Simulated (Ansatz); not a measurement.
I need a single point in a Gaussian basis of CH₈N₂Si₂, SMILES N=C([SiH3])[SiH2]N. Use the Python package of Ansatz (0.2.0). Settings: MP2, 6-31G* basis, multiplicity 1.

```xyz
13

N    -0.3141    1.2480    1.1260
C    -0.1496    0.1507    0.5298
Si   -0.2603   -1.5184    1.3375
Si    0.3688    0.0825   -1.2976
N     0.3472    1.6416   -1.9741
H    -0.5925    1.1922    2.1097
H     1.1047   -2.2245    1.2909
H    -1.2235   -2.3690    0.7224
H    -0.5769   -1.3419    2.8298
H     1.6377   -0.5166   -1.4811
H    -0.7305   -0.6780   -2.0452
H    -0.5368    2.0872   -1.7353
H     0.9461    2.2114   -1.3981
```

Script `ch8n2si2_energy.py`:
```python
from pathlib import Path
import warnings

import ansatz

params = {
    "basis": "6-31G*",
    "method": "MP2",
}


def main() -> None:
    warnings.simplefilter("ignore", ansatz.DeckWarning)

    system = (
        ansatz.Crystal.molecule()
        .atom("N", (-0.3141, 1.248, 1.126))
        .atom("C", (-0.1496, 0.1507, 0.5298))
        .atom("Si", (-0.2603, -1.5184, 1.3375))
        .atom("Si", (0.3688, 0.0825, -1.2976))
        .atom("N", (0.3472, 1.6416, -1.9741))
        .atom("H", (-0.5925, 1.1922, 2.1097))
        .atom("H", (1.1047, -2.2245, 1.2909))
        .atom("H", (-1.2235, -2.369, 0.7224))
        .atom("H", (-0.5769, -1.3419, 2.8298))
        .atom("H", (1.6377, -0.5166, -1.4811))
        .atom("H", (-0.7305, -0.678, -2.0452))
        .atom("H", (-0.5368, 2.0872, -1.7353))
        .atom("H", (0.9461, 2.2114, -1.3981))
    )

    calculation = system.calculation()
    calculation = calculation.basis(gaussian=params["basis"]).correlation(params["method"])
    calculation = calculation.orbitals()
    print(calculation.to_yaml())
    outcome = calculation.run(threads=1, runs_dir="runs")
    r = outcome.report

    print(f"E = {r['free_energy_ev']:.6f} eV = {r['free_energy_ev'] / 27.211386246:.7f} Ha")
    print("converged:", r["converged"], " doubts:", r["published_state_doubts"] or "none")

    parts = r["correlation"]
    for name in ("random_phase", "coupled_cluster", "perturbative"):
        if name in parts:
            print(f"{name:16s} {parts[name]['energy']['hartree']:12.7f} Ha")
    if "second_order" in parts:
        pair = parts["second_order"]
        print(f"MP2 same spin {pair['same_spin']['hartree']:.7f} Ha, opposite spin {pair['opposite_spin']['hartree']:.7f} Ha")

    lines = Path(r["orbitals_path"]).read_text().splitlines()
    field_of = lambda key: [line.split("=")[1].strip() for line in lines if line.startswith(key)]
    orbitals = [(27.211386 * float(e), s, float(n)) for e, s, n in zip(field_of("Ene="), field_of("Spin="), field_of("Occup="))]
    homo = max(e for e, _, n in orbitals if n > 0.5)
    lumo = min(e for e, _, n in orbitals if n < 0.5)
    print(f"HOMO {homo:.3f} eV, LUMO {lumo:.3f} eV, gap {lumo - homo:.3f} eV")


if __name__ == "__main__":
    main()
```

```console
$ python ch8n2si2_energy.py
crystal:
  periodic: [false, false, false]
  atoms:
    - { symbol: "N", position_ang: [-0.3141, 1.248, 1.126] }
    - { symbol: C, position_ang: [-0.1496, 0.1507, 0.5298] }
    - { symbol: Si, position_ang: [-0.2603, -1.5184, 1.3375] }
    - { symbol: Si, position_ang: [0.3688, 0.0825, -1.2976] }
    - { symbol: "N", position_ang: [0.3472, 1.6416, -1.9741] }
    - { symbol: H, position_ang: [-0.5925, 1.1922, 2.1097] }
    - { symbol: H, position_ang: [1.1047, -2.2245, 1.2909] }
    - { symbol: H, position_ang: [-1.2235, -2.369, 0.7224] }
    - { symbol: H, position_ang: [-0.5769, -1.3419, 2.8298] }
    - { symbol: H, position_ang: [1.6377, -0.5166, -1.4811] }
    - { symbol: H, position_ang: [-0.7305, -0.678, -2.0452] }
    - { symbol: H, position_ang: [-0.5368, 2.0872, -1.7353] }
    - { symbol: H, position_ang: [0.9461, 2.2114, -1.3981] }
basis:
  gaussian:
    orbitals: "6-31G*"
correlation:
  method: mp2
output:
  orbitals: {}

E = -19859.607584 eV = -729.8271174 Ha
converged: True  doubts: none
MP2 same spin -0.1433065 Ha, opposite spin -0.4643230 Ha
HOMO -9.837 eV, LUMO 2.925 eV, gap 12.762 eV
```

Reading the output:
- Total energies depend on the basis set; only differences at equal settings carry meaning.
- The geometry is a force-field or estimated start, not a minimum of this method, and the basis set is short of its limit.
- Levels such as HOMO and LUMO are orbital energies: in Hartree-Fock the gap is too wide and the LUMO hangs on the basis.
- Inner cores stay frozen, so this is valence correlation.
- Run time: 2.3 s on 1 thread of Intel(R) Xeon(R) Platinum 8375C CPU @ 2.90GHz (Ice Lake) (shared host), peak memory 0.24 GiB.

(Lines on the test bed's own set-up are left out of the output.)
